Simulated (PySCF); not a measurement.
# H8HfN4 (Hf(NH2)4): the cost of one run

Program: PySCF 2.14.0. Level of theory: several levels, as the steps say, no spin–orbit coupling. These are calculated values, not measurements.

1 further run of the same task is left out (for a known fault of the program).

## Step 1: The starting structure

13 atoms, charge 0, spin multiplicity 1.

Bond lengths: Hf1–N2 2.050 Å, Hf1–N5 2.050 Å, Hf1–N8 2.050 Å, Hf1–N11 2.050 Å, N2–H3 1.019 Å, N2–H4 1.017 Å, N5–H6 1.017 Å, N5–H7 1.019 Å, N8–H9 1.017 Å, N8–H10 1.019 Å, N11–H12 1.019 Å, N11–H13 1.017 Å. Angles: N2–Hf1–N5 110.2°, N2–Hf1–N8 108.1°, N2–Hf1–N11 110.2°, N5–Hf1–N8 110.2°, N5–Hf1–N11 108.1°, N8–Hf1–N11 110.2°, Hf1–N2–H3 123.6°, Hf1–N2–H4 128.5°, H3–N2–H4 107.8°, Hf1–N5–H6 128.5°, Hf1–N5–H7 123.6°, H6–N5–H7 107.8°, Hf1–N8–H9 128.5°, Hf1–N8–H10 123.6°, H9–N8–H10 107.8°, Hf1–N11–H12 123.6°, Hf1–N11–H13 128.5°, H12–N11–H13 107.8°.

Geometry (Å):

```
Hf    0.0000    0.0000    0.0000
N     1.2037    1.2221    1.1224
H     2.0513    0.9043    1.5896
H     1.1211    2.2238    1.2762
N    -1.2037   -1.1224    1.2221
H    -1.1211   -1.2762    2.2238
H    -2.0513   -1.5895    0.9043
N     1.2037   -1.2221   -1.1224
H     1.1211   -2.2238   -1.2762
H     2.0513   -0.9043   -1.5896
N    -1.2037    1.1224   -1.2221
H    -2.0513    1.5895   -0.9043
H    -1.1211    1.2762   -2.2238
```

Formal oxidation states: Hf +4. An earlier session relaxed this geometry at PBE0, Hf def2-SVP with ECP60, N def2-SVP, H def2-SVP (singlet, point group S4).

At PBE0 on the finer grid: E = -271.551570 Eh, HOMO -6.52 eV, LUMO 0.36 eV, Mulliken charge on Hf1 +0.94 e, largest force component 0.014 eV/Å. 

Levels to run: M06-L; wB97X; PBE0, TZVP. Hardware: 2 threads of Arm Neoverse V1, shared host.

## Step 2: M06-L

run.py (the lines that set the calculation) reads:

```python
mol = gto.M(atom='''
Hf     0.00001     0.00000     0.00000
N      1.20371     1.22207     1.12240
H      2.05128     0.90435     1.58960
H      1.12112     2.22379     1.27617
N     -1.20369    -1.12240     1.22207
H     -1.12109    -1.27618     2.22379
H     -2.05133    -1.58954     0.90433
N      1.20371    -1.22207    -1.12240
H      1.12112    -2.22379    -1.27617
H      2.05128    -0.90435    -1.58960
N     -1.20369     1.12240    -1.22207
H     -2.05133     1.58954    -0.90433
H     -1.12109     1.27618    -2.22379''',
    basis={'Hf': 'def2-SVP', 'N': 'def2-SVP', 'H': 'def2-SVP'},
    ecp={'Hf': 'def2-SVP'},
    charge=0, spin=0)
mf = dft.RKS(mol, xc='M06L')
mf.grids.atom_grid = (75, 302)
mf = mf.density_fit()  # fitting sets: Hf def2-universal-JKFIT, N def2-universal-JKFIT, H def2-universal-JKFIT
mf.conv_tol = 1e-08; mf.max_cycle = 55
mf.kernel(dm0)  # dm0: the density of the relaxed state
```

Run with:

```sh
> OMP_NUM_THREADS=2 python run.py
```

**Question.** How long does this run take on 2 threads of Arm Neoverse V1, shared host?

About 17 s.
